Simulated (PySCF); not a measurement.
# BeHS: the cost of one run

Programs: PySCF 2.14.0. All values are calculated, for the isolated system unless a continuum is named. Atoms count from 0, parts from 1.

## Step 1: Starting point

3 atoms, charge 1, multiplicity 1; geometry: GFN2-xTB. Parts: 1 = atom 0, `[Be+2]`, charge 2; 2 = atoms 1–2, `[SH-]`, charge -1.

## Step 2: Relaxing the molecule at PBE0-D3(BJ)/def2-SVPD

What the job is given:

```
{"job": {"xc": "PBE0", "basis": "def2-SVPD", "d3": "d3bj", "grid": 2, "kind": "geom", "shake": 0.01}, "charge": 1, "multiplicity": 1, "parts": [{"atoms": "0-0", "charge": 2, "multiplicity": 1}, {"atoms": "1-2", "charge": -1, "multiplicity": 1}]}
Be    -0.181812    -0.109884    -0.129455
S     -1.624204    -0.689203    -1.077447
H     -1.735979    -1.813959    -1.784746
```

Started as:

```bash
OMP_NUM_THREADS=1 python cluster_run.py task.json out
```

The driver reads the jobs from task.json and runs them one after another.

Q: Estimate the wall time and peak memory of this first job on 1 thread of Arm Neoverse V2, shared host.

About 2.6 s, with a peak of 0.27 GiB.
